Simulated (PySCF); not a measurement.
# O2C3 in PySCF: notebook, part 2 of 2

PySCF 2.14.0.

### Step 4. Atomic charges, PW91

run.py

```python
import json
import numpy as np
from pyscf.pbc import gto, scf, dft, df

cell = gto.Cell()
cell.basis = 'pob-tzvp-rev2'
cell.fromfile('C3O2.xyz')
cell.exp_to_discard = 0
cell.precision = 1e-08
cell.max_memory = 2520  # MB
cell.verbose = 4
cell.build()

res = {}
kpts = cell.make_kpts([1, 1, 1])
mf = dft.KRKS(cell, kpts, xc='GGA_X_PW91,GGA_C_PW91')
mf = mf.density_fit()
mf.with_df._cderi = 'cderi.h5'  # three-centre integrals saved by an earlier run on this cell, basis and mesh
mf.conv_tol = 1e-07
mf.max_cycle = 60

mf.kernel()
res.update(converged=bool(mf.converged), e_tot=mf.e_tot, nelec=cell.nelectron, nao=cell.nao, mesh=list(map(int, cell.mesh)), a=cell.lattice_vectors().tolist(), coords=cell.atom_coords().tolist(),
           mo_energy=[np.real(x).tolist() for x in mf.mo_energy], mo_occ=[np.real(x).tolist() for x in mf.mo_occ])
res.update(kpts=cell.get_scaled_kpts(kpts).tolist())
res['parts'] = {k: float(np.real(v)) for k, v in mf.scf_summary.items() if np.isscalar(v)}
json.dump(res, open('results.json', 'w'))
if not mf.converged:
    raise SystemExit('SCF not converged')

print('levels (eV)')
for i, kp in enumerate(res['kpts'][:40]):
    print('k %7.4f %7.4f %7.4f  ' % tuple(kp), ' '.join('%.3f' % (x * 27.211386) for x in res['mo_energy'][i][:22]))

# Mulliken populations
dm, s = np.asarray(mf.make_rdm1()), np.asarray(mf.get_ovlp())
sites = cell.aoslice_by_atom()[:, 2:]
tot = np.einsum('kij,kji->i', dm, s).real / len(kpts)
res['mulliken'] = [cell.atom_charge(i) - tot[a0:a1].sum() for i, (a0, a1) in enumerate(sites)]
print('Mulliken charges', np.round(res['mulliken'], 5))
res['meta_lowdin'] = mf.mulliken_meta()[1].tolist()
res['done'] = True
json.dump(res, open('results.json', 'w'))
```

C3O2.xyz

```xyz
5
Lattice="10.0000000000 0.0000000000 0.0000000000 0.0000000000 14.0000000000 0.0000000000 0.0000000000 0.0000000000 12.0000000000" Properties=species:S:1:pos:R:3 pbc="T T T"
O      5.3116500000      4.9688500400      7.2953000400
C      5.1685500000      5.9456500600      6.6950000400
C      5.0108500000      7.0208500600      6.0342999600
C      4.8556500000      8.0961500200      5.3732000400
O      4.7143500000      9.0731499600      4.7727000000
```

Run with:

```sh
> OMP_NUM_THREADS=2 python -u run.py > log
```

Run time: 10 s. Hardware: 2 threads of Arm Neoverse V1, shared host; peak memory 1.9 GiB.

It converged, with:

```yaml
Free_energy: -7203.3792 eV
Gap_between_the_frontier_levels: 4.56 eV
Meta-löwdin_charges: O -0.23; C +0.40, -0.33 e
```

Levels at points of the mesh, in eV from the valence-band top:
```tsv
k point	band 13	band 14	band 15	band 16	band 17	band 18	band 19	band 20	band 21	band 22
(0.00, 0.00, 0.00)	-4.85	-4.22	-4.22	0.00	0.00	4.56	4.56	9.73	10.24	10.24
```

Caveat: this is a molecule in a periodic box at the Γ point, so its band gap is the HOMO-LUMO gap; population charges move with the basis; the basis of atomic orbitals isn't converged, which shifts pressures, moduli and gaps; this basis is made for solids and lacks diffuse functions, so gaps of a molecule come out too wide by an eV or more. Expect the measured gap to be larger: semilocal functionals such as PW91 lack the derivative discontinuity.

### Step 5. Atomic charges, BP86+D3(BJM)

Edit run.py of step 4 so:

```diff
@@ -14,4 +14,9 @@
 res = {}
+from pyscf.dispersion import dftd3
+d = dftd3.DFTD3Dispersion(cell, xc='bp86', version='d3bjm', atm=False).get_dispersion(grad=True)
+print('dispersion energy = %.10f' % d['energy'])
+res['e_disp'] = float(d['energy'])
+
 kpts = cell.make_kpts([1, 1, 1])
-mf = dft.KRKS(cell, kpts, xc='GGA_X_PW91,GGA_C_PW91')
+mf = dft.KRKS(cell, kpts, xc='bp86')
 mf = mf.density_fit()
```

C3O2.xyz is that of step 4.

Potentials or basis: pob-tzvp-rev2 (all-electron).

Run with:

```sh
> OMP_NUM_THREADS=2 python -u run.py > log
```

The program printed:

```text
Discarded 0 diffused primitive functions, 0 contracted functions
dispersion energy = -0.0043523529

******** <class 'pyscf.pbc.dft.krks.KRKS'> ********
method = KRKS
initial guess = minao
damping factor = 0
level_shift factor = 0
DIIS = <class 'pyscf.scf.diis.CDIIS'>
diis_start_cycle = 1
diis_space = 8
diis_damp = 0
SCF conv_tol = 1e-07
SCF conv_tol_grad = None
SCF max_cycles = 60
direct_scf = True
direct_scf_tol = 1e-13

******** PBC SCF flags ********
N kpts = 1
Exchange divergence treatment (exxdiv) = ewald
    madelung (= occupied orbital energy shift) = 0.12256530411414102
    Total energy shift due to Ewald probe charge = -1/2 * Nelec*madelung = -2.08361016994
DF object = <pyscf.pbc.df.df.GDF object>
XC functionals = bp86
small_rho_cutoff = 0
radial grids:
    Treutler-Ahlrichs [JCP 102, 346 (1995); DOI:10.1063/1.469408] (M4) radial grids

becke partition: Becke, JCP 88, 2547 (1988); DOI:10.1063/1.454033
pruning grids: <function nwchem_prune>
grids dens level: 3
[... 41 lines left out ...]
nelec by numeric integration = 34.00000106562625
cycle= 9 E= -264.803690895783  delta_E= -6.9e-08  |g|= 1.62e-05  |ddm|= 0.000269
  HOMO = -0.254570316903  LUMO = -0.0866322620977  gap/eV = 4.56983
nelec by numeric integration = 34.00000106561809
Extra cycle  E= -264.803690895318  delta_E= 4.65e-10  |g|= 4.47e-05  |ddm|= 3.95e-05
converged SCF energy = -264.803690895318
levels (eV)
k  0.0000  0.0000  0.0000   -512.666 -512.666 -272.901 -272.900 -269.939 -28.609 -28.597 -20.294 -17.255 -12.620 -12.457 -11.778 -11.777 -11.150 -11.149 -6.928 -6.927 -2.357 -2.357 2.783 3.325 3.325
Mulliken charges [-0.13034  0.44304 -0.6254   0.44313 -0.13043]
 ** Mulliken pop on meta-lowdin orthogonal AOs **
 ** Mulliken pop  **
pop of  0 O 1s            1.99993
pop of  0 O 2s            1.64987
pop of  0 O 3s            0.00588
pop of  0 O 4s            0.00092
pop of  0 O 2px           1.51642
pop of  0 O 2py           1.51336
pop of  0 O 2pz           1.51535
pop of  0 O 3px           0.00341
pop of  0 O 3py           0.00340
pop of  0 O 3pz           0.00341
pop of  0 O 4px           0.00011
pop of  0 O 4py           0.00026
pop of  0 O 4pz           0.00017
pop of  0 O 3dxy          0.00291
pop of  0 O 3dyz          0.00865
pop of  0 O 3dz^2         0.00225
pop of  0 O 3dxz          0.00113
[... 58 lines left out ...]
pop of  4 O 4s            0.00092
pop of  4 O 2px           1.51644
pop of  4 O 2py           1.51332
pop of  4 O 2pz           1.51537
pop of  4 O 3px           0.00341
pop of  4 O 3py           0.00340
pop of  4 O 3pz           0.00340
pop of  4 O 4px           0.00011
pop of  4 O 4py           0.00026
pop of  4 O 4pz           0.00017
pop of  4 O 3dxy          0.00291
pop of  4 O 3dyz          0.00865
pop of  4 O 3dz^2         0.00225
pop of  4 O 3dxz          0.00113
pop of  4 O 3dx2-y2       0.00587
 ** Mulliken atomic charges  **
charge of    0O =     -0.23328
charge of    1C =      0.40038
charge of    2C =     -0.33419
charge of    3C =      0.40041
charge of    4O =     -0.23332
```

Wall time 9.9 s (2 threads of Arm Neoverse V1, shared host); peak memory 1.9 GiB.

What came out:

```
Free energy                     : -7205.7939 eV
Gap between the frontier levels : 4.57 eV
Meta-löwdin charges             : O -0.23; C +0.40, -0.33 e
Dispersion energy per atom      : -0.024 eV
```

Caveat: this is a molecule in a periodic box at the Γ point, so its band gap is the HOMO-LUMO gap; the energy listed adds the dispersion energy to the SCF energy of the log; population charges move with the basis; the basis of atomic orbitals isn't converged, which shifts pressures, moduli and gaps; this basis is made for solids and lacks diffuse functions, so gaps of a molecule come out too wide by an eV or more.

### Step 6. Overview

| level | three-body dispersion term | exxdiv | three-centre integrals | gap on the mesh (eV) |
| --- | --- | --- | --- | --- |
| PBE | - | - | - | 4.57 |
| CAM-B3LYP+D3(BJ) | no | ewald | read from an earlier run's file | 8.99 |
| PW91 | - | - | read from an earlier run's file | 4.56 |
| BP86+D3(BJM) | no | - | read from an earlier run's file | 4.57 |

Alike in all rows: task atomic charges; potentials or basis pob-tzvp-rev2 (all-electron); no spin polarisation; cell as given; k mesh 1 × 1 × 1; smearing fixed.

Caveats: this is a molecule in a periodic box at the Γ point, so its band gap is the HOMO-LUMO gap; the basis of atomic orbitals isn't converged, which shifts pressures, moduli and gaps; this basis is made for solids and lacks diffuse functions, so gaps of a molecule come out too wide by an eV or more.

Absolute energies hang on the potentials; compare differences alone.
